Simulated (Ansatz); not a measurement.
**H₂OSeSi: one structure at several levels**

The task here is to estimate one member of a computed series from the others.

The runs use Ansatz 0.2.0, Gaussian basis; single points in def2-TZVPP.

Correlated methods freeze the cores. Filled d shells of the heavier atoms are correlated.

## The system as given

SMILES `O=[SiH][SeH]`, 5 atoms, charge 0, spin multiplicity 1.

Atoms are counted from 1 here; the program's logs count them from 0.

Bond lengths: O1–Si2 1.482 Å, Si2–Se3 2.243 Å, Si2–H4 1.443 Å, Se3–H5 1.415 Å. Angles: O1–Si2–Se3 122.7°, O1–Si2–H4 128.0°, Se3–Si2–H4 109.2°, Si2–Se3–H5 95.5°.

As a file:

```xyz
5
charge 0, multiplicity 1
O    -1.2563   -0.4984    1.3999
Si   -0.6365   -0.3073    0.0678
Se    0.8397    1.3269   -0.3602
H    -0.8222   -1.1024   -1.1214
H     1.9713    0.6126    0.0987
```

The first run:

The input, run/in.yaml:

```yaml
crystal:
  periodic: [false, false, false]
  atoms:
    - {symbol: O, position_ang: [-1.256300, -0.498400, 1.399900]}
    - {symbol: Si, position_ang: [-0.636500, -0.307300, 0.067800]}
    - {symbol: Se, position_ang: [0.839700, 1.326900, -0.360200]}
    - {symbol: H, position_ang: [-0.822200, -1.102400, -1.121400]}
    - {symbol: H, position_ang: [1.971300, 0.612600, 0.098700]}
basis:
  gaussian: {orbitals: def2-TZVPP}
correlation: {method: ccsd_t}
output: {forces: true}
```

The command line of these runs was not kept.

Among the steps run: CCSD(T)/def2-TZVPP; PBE0-D4/def2-TZVPP; wB97M-V/def2-TZVPP; r2SCAN-D4/def2-TZVPP; PBE-D4/def2-TZVPP; BLYP-D4/def2-TZVPP; revPBE-D4/def2-TZVPP.

One table of the session follows, with a row left open; its other results are not shown here.

```
   method  RMS force component (eV/Å)  angle to CCSD(T) forces (°)  dipole (D)
  CCSD(T)                       1.050                    reference        3.21
  PBE0-D4                           ?                            ?           ?
  wB97M-V                       0.873                          7.8        3.36
r2SCAN-D4                       0.991                          5.9        3.19
   PBE-D4                       1.251                          4.4        3.07
  BLYP-D4                       1.262                          6.5        3.10
revPBE-D4                       1.309                          4.5        3.04
```

Q: Estimate the row for PBE0-D4 from the others.

As computed: RMS force component (eV/Å): 0.907; angle to CCSD(T) forces (°): 11.2; dipole (D): 3.33. In the column «RMS force component (eV/Å)» it lies between wB97M-V (0.873) and r2SCAN-D4 (0.991).
